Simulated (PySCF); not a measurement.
# AlGe+: bond curves at several levels of theory, part 1 of 2

What are the lowest state that PBE0 finds, the bond length, vibrational wavenumber and bond energy of AlGe+, and how much do these hang on the method?

Computed with PySCF 2.14.0. Level: Al def2-SVP, Ge def2-SVP, no relativity.

## 1. Input

Settings of the job:

* atoms: Al, Ge
* charge: 1
* basis: Al def2-SVP, Ge def2-SVP
* Hamiltonian: no relativity
* basis functions: 50
* electrons treated: 44
* masses in u: 26.9815, 73.9212
* levels: PBE0, PBE, r²SCAN, PBEsol, BP86, TPSSh, LC-ωPBE, HF, MP2, SCS-MP2, CCSD, CCSD(T)
* grid: 80 radial by 434 angular points
* occupations: held fixed by the projection of orbital angular momentum
* dissociation limit: Al+ + Ge, each in its ground configuration
* starting distance in angstrom: 2.455
* values of 2S to try: 0, 2

The run is started by

```bash
$ OMP_NUM_THREADS=1 python dia.py task.json out
```

The job searches for the state first and then visits each distance with every level. Its results follow level by level.

## 2. Which determinant to follow

At the starting distance of 2.455 Å the search finds these solutions (others can lie among them):

| 2Ms+1 | unpaired | term | E (eV) | ⟨S²⟩ | ⟨Lz²⟩ | μ (D) |
| --- | --- | --- | --- | --- | --- | --- |
| 3 | σ ↑, π ↑ | ³Π | 0.00 | 2.01 | 1.00 | -3.58 |
| 3 | π ↑↑ | ³Σ⁻ | 0.02 | 2.02 | 0.00 | -5.06 |
| 1 | σ ↓, π ↑ | not assigned | 0.15 | 1.02 | 1.00 | -3.64 |
| 1 | π ↑↓ | not assigned | 0.28 | 1.01 | 2.01 | -4.97 |
| 1 | none | not assigned | 0.99 | 0.00 | 2.00 | -4.68 |
| 1 | none | ¹Σ⁺ | 1.36 | 0.00 | 0.00 | -0.83 |

6 of 12 solutions are listed, lowest first.

A term symbol stands only where ⟨S²⟩ and ⟨Lz²⟩ are near those of a pure state. A positive dipole points from Al to Ge; in an ion it is taken about the centre of mass and does not tell which atom is negative.

The most promising solutions are followed along the bond (rough minima from three points):

| 2Ms+1 | unpaired | R at minimum (Å) | energy at minimum (eV) |
| --- | --- | --- | --- |
| 3 | σ ↑, π ↑ | 2.83 | 0.00 |
| 1 | σ ↓, π ↑ | 2.78 | 0.19 |
| 3 | π ↑↑ | 2.48 | 0.28 |
| 1 | π ↑↓ | 2.48 | 0.54 |
| 1 | none | 2.50 | 1.24 |

The search made 12 SCF attempts at the starting distance; with the short scans it took 12 s of wall time (1 thread of Intel Xeon Platinum 8488C (Sapphire Rapids), shared host).

## 3. The PBE0 curve of the state that the search chose

State followed: ³Π (triplet), unpaired electrons σ ↑, π ↑. The scan is laid around 2.834 Å.

The SCF at the reference distance, 2.834 Å, printed:

```text
******** <class 'pyscf.dft.uks_symm.SymAdaptedUKS'> ********
method = SymAdaptedUKS
initial guess = minao
damping factor = 0
level_shift factor = 0
DIIS = <class 'pyscf.scf.diis.CDIIS'>
diis_start_cycle = 1
diis_space = 10
diis_damp = 0
SCF conv_tol = 1e-09
SCF conv_tol_grad = None
SCF max_cycles = 60
direct_scf = False
max_memory 909 MB (current use 313 MB)
number electrons alpha = 23  beta = 21
XC library pyscf.dft.libxc version 7.0.0
    S. Lehtola, C. Steigemann, M. J.T. Oliveira, and M. A.L. Marques.,  SoftwareX 7, 1–5 (2018)
XC functionals = PBE0
    C. Adamo and V. Barone.,  J. Chem. Phys. 110, 6158 (1999)
    M. Ernzerhof and G. E. Scuseria.,  J. Chem. Phys. 110, 5029 (1999)
small_rho_cutoff = 0
Overwritten attributes  get_hcore get_j get_k get_jk get_occ  of <class 'pyscf.dft.uks_symm.SymAdaptedUKS'>
<class 'pyscf.dft.uks_symm.SymAdaptedUKS'> does not have attributes  refdm
Set gradient conv threshold to 3.16228e-05
init E= -2318.38092023846
cycle= 1 E= -2318.37789801164  delta_E= 0.00302  |g|= 0.00167  |ddm|= 0.0154
cycle= 2 E= -2318.3779024524  delta_E= -4.44e-06  |g|= 0.00102  |ddm|= 0.00666
cycle= 3 E= -2318.37790378659  delta_E= -1.33e-06  |g|= 0.000308  |ddm|= 0.00267
cycle= 4 E= -2318.37790393835  delta_E= -1.52e-07  |g|= 0.000157  |ddm|= 0.000834
cycle= 5 E= -2318.37790402846  delta_E= -9.01e-08  |g|= 2.57e-05  |ddm|= 0.00103
cycle= 6 E= -2318.3779040322  delta_E= -3.74e-09  |g|= 4.65e-06  |ddm|= 0.000243
cycle= 7 E= -2318.37790403229  delta_E= -8.59e-11  |g|= 1.27e-06  |ddm|= 3.47e-05
Extra cycle  E= -2318.3779040323  delta_E= -9.55e-12  |g|= 5.83e-07  |ddm|= 6.16e-06
converged SCF energy = -2318.3779040323  <S^2> = 2.011592  2S+1 = 3.0077181
```

The curve and what changes along it:

| R (Å) | E (eV) | μ (D) | Mulliken charge of Al (e) | Mayer bond order | ⟨S²⟩ | HOMO (eV) | LUMO (eV) |
| --- | --- | --- | --- | --- | --- | --- | --- |
| 2.4372 | 0.2944 | -3.55 | 0.62 | 1.06 | 2.01 | -11.42 | -9.70 |
| 2.5506 | 0.1229 | -3.77 | 0.63 | 0.98 | 2.01 | -11.38 | -9.48 |
| 2.6640 | 0.0348 | -4.03 | 0.65 | 0.89 | 2.01 | -11.26 | -9.28 |
| 2.7490 | 0.0062 | -4.24 | 0.65 | 0.83 | 2.01 | -11.12 | -9.15 |
| 2.8340 | 0.0000 | -4.47 | 0.66 | 0.78 | 2.01 | -11.00 | -9.02 |
| 2.9190 | 0.0097 | -4.71 | 0.67 | 0.73 | 2.01 | -10.89 | -8.90 |
| 3.0324 | 0.0394 | -5.06 | 0.67 | 0.67 | 2.01 | -10.75 | -8.75 |
| 3.1741 | 0.0922 | -5.51 | 0.68 | 0.61 | 2.01 | -10.58 | -8.57 |
| 3.3441 | 0.1657 | -6.09 | 0.69 | 0.56 | 2.01 | -10.40 | -8.37 |
| 3.5708 | 0.2665 | -6.88 | 0.70 | 0.51 | 2.01 | -10.18 | -8.13 |

Fit: Re = 2.820 Å, ωe = 178.6 cm⁻¹, ωexe = 1.48 cm⁻¹, αe = 0.00109 cm⁻¹, Be = 0.1072 cm⁻¹, De = 1.14 eV, μ = -4.43 D.

Orbitals nearest the gap at 2.834 Å:

| spin | orbital | ε (eV) | filled | made of |
| --- | --- | --- | --- | --- |
| β | δ | -39.96 | yes | Ge d 100 % |
| α | π | -39.89 | yes | Ge d 100 % |
| β | σ | -39.71 | yes | Ge d 100 % |
| β | π | -39.71 | yes | Ge d 100 % |
| α | σ | -19.42 | yes | Ge s 90 % |
| β | σ | -17.83 | yes | Ge s 85 %, Al s 10 % |
| α | σ | -14.83 | yes | Al s 77 %, Ge p 14 %, Ge s 8 % |
| β | σ | -13.91 | yes | Al s 81 %, Ge s 13 % |
| α | σ | -11.23 | yes | Ge p 54 %, Al p 31 %, Al s 13 % |
| α | π | -11.00 | yes | Ge p 89 %, Al p 10 % |
| α | π | -9.02 | no | Ge p 80 %, Al p 19 % |
| β | π | -8.51 | no | Ge p 73 %, Al p 26 % |
| β | σ | -8.33 | no | Ge p 52 %, Al p 35 %, Al s 10 % |
| α | π | -7.11 | no | Al p 89 %, Ge p 10 % |

Polarisability there: 108.8 bohr³ along the bond, 44.1 across it. Without diffuse functions these come out too small, above all across the bond.

## 4. Fields at the reference distance

The fields below are evaluated on a grid from the run's orbitals.

Frontier orbitals at PBE0 (alpha spin), with the share of their density that lies nearest to each atom:

| orbital | energy (eV) | lies on |
| --- | --- | --- |
| HOMO | -11.00 | Ge2 87 %; Al1 13 % |
| LUMO | -9.02 | Ge2 79 %; Al1 21 % |

ELF in a plane through or near 2 of the atoms.

Values, 10 rows by 14 columns:
```
0.00 0.00 0.01 0.03 0.04 0.02 0.04 0.26 0.43 0.49 0.41 0.19 0.02 0.00
0.00 0.06 0.32 0.63 0.62 0.34 0.21 0.44 0.72 0.81 0.77 0.61 0.31 0.03
0.02 0.33 0.84 0.96 0.92 0.75 0.53 0.53 0.88 0.93 0.93 0.80 0.49 0.14
0.15 0.81 0.99 0.99 0.50 0.45 0.82 0.73 0.73 0.54 0.74 0.92 0.68 0.27
0.34 0.95 1.00 0.42 0.61 0.50 0.49 0.75 0.18 0.66 0.23 0.78 0.82 0.32
0.38 0.96 1.00 0.29 0.77 0.77 0.39 0.73 0.24 0.55 0.36 0.72 0.84 0.33
0.25 0.91 1.00 0.80 0.12 0.11 0.73 0.76 0.39 0.27 0.37 0.87 0.77 0.30
0.07 0.61 0.96 0.99 0.93 0.82 0.72 0.63 0.88 0.86 0.91 0.90 0.58 0.21
0.01 0.21 0.70 0.91 0.87 0.65 0.41 0.49 0.84 0.91 0.89 0.74 0.45 0.09
0.00 0.01 0.09 0.22 0.22 0.11 0.10 0.40 0.61 0.68 0.63 0.45 0.13 0.01
```
The map spans 8.0 Å across and 5.2 Å up, centred on the molecule. Atoms in the plane (x, y in Å): Al1 (-1.4, 0.0), Ge2 (1.4, 0.0).

On the surface of density 0.002 e/bohr³ the electrostatic potential runs, from the 1st to the 99th percentile, from 4.54 to 7.62 V.

The spin density lies nearest to Ge2 71 %; Al1 29 %.

## 5. Other states along the same grid

State 2: Ms = 0 determinant of mixed spin (⟨S²⟩ = 1.02), unpaired electrons σ ↓, π ↑, an excited solution.

Output of the SCF at 2.834 Å:

```text
[... 13 set-up lines left out, the same as in an earlier log ...]
max_memory 909 MB (current use 364 MB)
number electrons alpha = 22  beta = 22
[... 7 set-up lines left out, the same as in an earlier log ...]
init E= -2318.374073794
cycle= 1 E= -2318.3707565686  delta_E= 0.00332  |g|= 0.00186  |ddm|= 0.0156
cycle= 2 E= -2318.37076200324  delta_E= -5.43e-06  |g|= 0.00104  |ddm|= 0.00659
cycle= 3 E= -2318.37076333703  delta_E= -1.33e-06  |g|= 0.000248  |ddm|= 0.00251
cycle= 4 E= -2318.37076350616  delta_E= -1.69e-07  |g|= 0.000173  |ddm|= 0.00103
cycle= 5 E= -2318.37076355507  delta_E= -4.89e-08  |g|= 2.76e-05  |ddm|= 0.000689
cycle= 6 E= -2318.37076355816  delta_E= -3.09e-09  |g|= 1.07e-05  |ddm|= 0.00022
cycle= 7 E= -2318.37076355834  delta_E= -1.8e-10  |g|= 2.68e-06  |ddm|= 4.47e-05
Extra cycle  E= -2318.37076355835  delta_E= -7.28e-12  |g|= 3e-06  |ddm|= 1.45e-05
converged SCF energy = -2318.37076355835  <S^2> = 1.019711  2S+1 = 2.253629
```

Re = 2.770 Å, ωe = 195.0 cm⁻¹; the determinant mixes terms (⟨S²⟩ = 1.02, ⟨Lz²⟩ = 1.00), so these belong to no real state. Its minimum lies 0.19 eV above that of the lowest state.

State 3: ³Σ⁻ (triplet), unpaired electrons π ↑↑, an excited solution.

Output of the SCF at 2.834 Å:

```text
[... 13 set-up lines left out, the same as in an earlier log ...]
max_memory 909 MB (current use 335 MB)
[... 8 set-up lines left out, the same as in an earlier log ...]
init E= -2318.3656492845
cycle= 1 E= -2318.3599017886  delta_E= 0.00575  |g|= 0.00144  |ddm|= 0.0157
cycle= 2 E= -2318.35990348471  delta_E= -1.7e-06  |g|= 0.00138  |ddm|= 0.00663
cycle= 3 E= -2318.35990511975  delta_E= -1.64e-06  |g|= 0.000442  |ddm|= 0.00303
cycle= 4 E= -2318.35990530283  delta_E= -1.83e-07  |g|= 0.00014  |ddm|= 0.00119
cycle= 5 E= -2318.35990535149  delta_E= -4.87e-08  |g|= 6.72e-05  |ddm|= 0.000547
cycle= 6 E= -2318.359905364  delta_E= -1.25e-08  |g|= 2.95e-05  |ddm|= 0.000365
cycle= 7 E= -2318.3599053671  delta_E= -3.1e-09  |g|= 1.09e-05  |ddm|= 0.000137
cycle= 8 E= -2318.35990536797  delta_E= -8.67e-10  |g|= 5.05e-06  |ddm|= 8.73e-05
Extra cycle  E= -2318.35990536809  delta_E= -1.26e-10  |g|= 3.89e-06  |ddm|= 2.89e-05
converged SCF energy = -2318.35990536809  <S^2> = 2.011465  2S+1 = 3.0076336
```

No constants are quoted: the lowest point is the short end of the scan.

State 4: Ms = 0 determinant of mixed spin (⟨S²⟩ = 1.01), unpaired electrons π ↑↓, an excited solution.

The SCF at the reference distance, 2.834 Å, printed:

```text
[... 22 set-up lines left out, the same as in an earlier log ...]
init E= -2318.35633721883
cycle= 1 E= -2318.35052400809  delta_E= 0.00581  |g|= 0.00138  |ddm|= 0.0157
cycle= 2 E= -2318.35052611116  delta_E= -2.1e-06  |g|= 0.00112  |ddm|= 0.00601
cycle= 3 E= -2318.35052715153  delta_E= -1.04e-06  |g|= 0.00036  |ddm|= 0.0022
cycle= 4 E= -2318.35052723556  delta_E= -8.4e-08  |g|= 0.000168  |ddm|= 0.00108
cycle= 5 E= -2318.35052727818  delta_E= -4.26e-08  |g|= 7.43e-05  |ddm|= 0.000554
cycle= 6 E= -2318.3505272866  delta_E= -8.42e-09  |g|= 1.7e-05  |ddm|= 0.000284
cycle= 7 E= -2318.35052728719  delta_E= -5.91e-10  |g|= 3.37e-06  |ddm|= 5.87e-05
Extra cycle  E= -2318.35052728717  delta_E= 2.18e-11  |g|= 4.37e-06  |ddm|= 1.99e-05
converged SCF energy = -2318.35052728717  <S^2> = 1.0062566  2S+1 = 2.2416571
```

No constants are quoted: the lowest point is the short end of the scan.

Energy (eV) from the lowest point of the lowest state:

| R (Å) | lowest | state 2 | state 3 | state 4 |
| --- | --- | --- | --- | --- |
| 2.437 | 0.294 | 0.439 | 0.288 | 0.543 |
| 2.551 | 0.123 | 0.281 | 0.301 | 0.555 |
| 2.664 | 0.035 | 0.207 | 0.362 | 0.615 |
| 2.749 | 0.006 | 0.190 | 0.423 | 0.677 |
| 2.834 | 0.000 | 0.194 | 0.490 | 0.745 |
| 2.919 | 0.010 | 0.214 | 0.558 | 0.814 |
| 3.032 | 0.039 | 0.255 | 0.645 | 0.904 |
| 3.174 | 0.092 | 0.319 | 0.744 | 1.005 |
| 3.344 | 0.166 | 0.401 | 0.842 | 1.106 |
| 3.571 | 0.267 | 0.507 | 0.939 | 1.208 |

## 6. PBE

Log of the SCF at 2.834 Å:

```text
[... 17 set-up lines left out, the same as in an earlier log ...]
XC functionals = PBE
    J. P. Perdew, K. Burke, and M. Ernzerhof.,  Phys. Rev. Lett. 77, 3865 (1996)
    J. P. Perdew, K. Burke, and M. Ernzerhof.,  Phys. Rev. Lett. 78, 1396 (1997)
    J. P. Perdew, K. Burke, and M. Ernzerhof.,  Phys. Rev. Lett. 77, 3865 (1996)
    J. P. Perdew, K. Burke, and M. Ernzerhof.,  Phys. Rev. Lett. 78, 1396 (1997)
[... 2 set-up lines left out, the same as in an earlier log ...]
init E= -2318.30484327389
cycle= 1 E= -2318.30561958064  delta_E= -0.000776  |g|= 0.0637  |ddm|= 0.11
cycle= 2 E= -2318.30428801372  delta_E= 0.00133  |g|= 0.0856  |ddm|= 0.13
cycle= 3 E= -2318.30637445214  delta_E= -0.00209  |g|= 0.00866  |ddm|= 0.11
cycle= 4 E= -2318.30650008852  delta_E= -0.000126  |g|= 0.000957  |ddm|= 0.0292
cycle= 5 E= -2318.3065018689  delta_E= -1.78e-06  |g|= 0.000172  |ddm|= 0.0032
cycle= 6 E= -2318.30650190392  delta_E= -3.5e-08  |g|= 7.69e-05  |ddm|= 0.000501
cycle= 7 E= -2318.30650191309  delta_E= -9.18e-09  |g|= 5.9e-06  |ddm|= 0.000252
cycle= 8 E= -2318.30650191313  delta_E= -3.91e-11  |g|= 9.18e-07  |ddm|= 2.09e-05
Extra cycle  E= -2318.30650191314  delta_E= -2.27e-12  |g|= 9.31e-07  |ddm|= 5.53e-06
converged SCF energy = -2318.30650191314  <S^2> = 2.0051526  2S+1 = 3.0034331
```

Re = 2.823 Å, ωe = 179.6 cm⁻¹, ωexe = 1.61 cm⁻¹, αe = 0.00111 cm⁻¹, Be = 0.1070 cm⁻¹, De = 1.27 eV, μ = -4.19 D. 9.1 s of CPU time for 12 points, integrals apart.

## 7. r²SCAN

The SCF at the reference distance, 2.834 Å, printed:

```text
[... 17 set-up lines left out, the same as in an earlier log ...]
XC functionals = R2SCAN
    J. W. Furness, A. D. Kaplan, J. Ning, J. P. Perdew, and J. Sun.,  J. Phys. Chem. Lett. 11, 8208-8215 (2020)
    J. W. Furness, A. D. Kaplan, J. Ning, J. P. Perdew, and J. Sun.,  J. Phys. Chem. Lett. 11, 9248-9248 (2020)
    J. W. Furness, A. D. Kaplan, J. Ning, J. P. Perdew, and J. Sun.,  J. Phys. Chem. Lett. 11, 8208-8215 (2020)
    J. W. Furness, A. D. Kaplan, J. Ning, J. P. Perdew, and J. Sun.,  J. Phys. Chem. Lett. 11, 9248-9248 (2020)
[... 2 set-up lines left out, the same as in an earlier log ...]
init E= -2318.71111506201
cycle= 1 E= -2318.71193989136  delta_E= -0.000825  |g|= 0.0123  |ddm|= 0.0921
cycle= 2 E= -2318.71195176099  delta_E= -1.19e-05  |g|= 0.0121  |ddm|= 0.0285
cycle= 3 E= -2318.71200375039  delta_E= -5.2e-05  |g|= 0.00107  |ddm|= 0.0154
cycle= 4 E= -2318.7120047083  delta_E= -9.58e-07  |g|= 0.00112  |ddm|= 0.00593
cycle= 5 E= -2318.71200665201  delta_E= -1.94e-06  |g|= 0.000132  |ddm|= 0.00398
cycle= 6 E= -2318.71200669686  delta_E= -4.49e-08  |g|= 2.59e-05  |ddm|= 0.000735
cycle= 7 E= -2318.71200669804  delta_E= -1.18e-09  |g|= 5.62e-06  |ddm|= 0.000125
cycle= 8 E= -2318.7120066981  delta_E= -5.59e-11  |g|= 2.18e-06  |ddm|= 1.91e-05
Extra cycle  E= -2318.7120066981  delta_E= -3.18e-12  |g|= 1.7e-06  |ddm|= 9.74e-06
converged SCF energy = -2318.7120066981  <S^2> = 2.0154256  2S+1 = 3.0102662
```

Re = 2.789 Å, ωe = 184.1 cm⁻¹, ωexe = 1.82 cm⁻¹, αe = 0.00122 cm⁻¹, Be = 0.1096 cm⁻¹, De = 1.18 eV, μ = -4.38 D.

(Continued in part 2 of 2.)
